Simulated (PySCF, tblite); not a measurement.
# C6H8N2O: infrared bands and NMR shifts

Wanted: the infrared bands and NMR shifts of C6H8N2O (`COc1ccc(C)nn1`), by calculation.

The runs use tblite 0.8.0 and PySCF 2.14.0, with density-fitted response routines of our own; the level of theory stands in each step. All values are computed, except where a source is named. Atoms count from 0, in the outputs and in this text.

## (1) Starting geometry

17 atoms, charge 0, multiplicity 1; geometry from: GFN2-xTB.

Bonds of the start (Å): C0–O1 1.42, O1–C2 1.34, C2–C3 1.41, C3–C4 1.37, C4–C5 1.41, C5–C6 1.49, C5–N7 1.32, N7–N8 1.30, N8–C2 1.32, C0–H9 1.09, C0–H10 1.09, C0–H11 1.09, C3–H12 1.08, C4–H13 1.08, C6–H14 1.09, C6–H15 1.09, C6–H16 1.09.

## (2) Vibrational analysis with GFN2-xTB

Job settings and geometry (Å):

```
{"job": {"kind": "ir", "xc": "GFN2-xTB", "basis": "xTB"}, "charge": 0, "multiplicity": 1}
C      3.167813     0.771253     0.262164
O      2.391321    -0.314402    -0.211915
C      1.067614    -0.216074    -0.029694
C      0.249982    -1.271698    -0.484108
C     -1.097009    -1.135312    -0.280035
C     -1.551744     0.034542     0.359134
C     -3.004161     0.265312     0.621616
N     -0.715151     0.971062     0.751203
N      0.570879     0.853578     0.563262
H      2.877223     1.698358    -0.235812
H      3.035178     0.898101     1.338376
H      4.200997     0.520958     0.031665
H      0.694476    -2.129003    -0.964091
H     -1.796707    -1.895694    -0.595536
H     -3.559849     0.271169    -0.314660
H     -3.133458     1.219423     1.122978
H     -3.404403    -0.529544     1.248821
```

**Question.** This job is followed by: GIAO PBE0/pcSseg-1 NMR shielding, non-relativistic, gas phase. What will the session give for the following? strongest single infrared mode (GFN2-xTB); zero-point energy (GFN2-xTB); ¹³C shifts against TMS (PBE0/pcSseg-1); ¹H shifts against TMS (PBE0/pcSseg-1, means over atoms taken as alike); ¹⁷O shifts against H2O (PBE0/pcSseg-1); ¹⁵N shifts against NH3 (PBE0/pcSseg-1).

**Answer**, as computed:

| quantity | value |
| --- | --- |
| strongest single infrared mode (GFN2-xTB) | 1430 cm⁻¹, 351 km/mol |
| zero-point energy (GFN2-xTB) | 82.8 kcal/mol |
| ¹³C shifts against TMS (PBE0/pcSseg-1) | 170.1, 157.4, 132.8, 119.8, 56.8, 24.4 ppm |
| ¹H shifts against TMS (PBE0/pcSseg-1, means over atoms taken as alike) | 7.36, 6.95, 4.34, 2.83 ppm |
| ¹⁷O shifts against H2O (PBE0/pcSseg-1) | 118.8 ppm |
| ¹⁵N shifts against NH3 (PBE0/pcSseg-1) | 447.1, 394.5 ppm |

What this shows: All 45 modes are real, so the xTB geometry is a minimum. The strongest single mode, at 1430 cm⁻¹, is spread over many atoms; the largest shares are those of C2, C5. Unscaled tight-binding wavenumbers are off by several per cent, some by more. Its intensities can rank the bands wrongly. At PBE0/pcSseg-1: The largest span, 800 ppm, is at N7, where the paramagnetic term is -506 ppm. NICS(1)zz of -24 ppm above the planar ring from C2 marks a diatropic (aromatic) ring current.
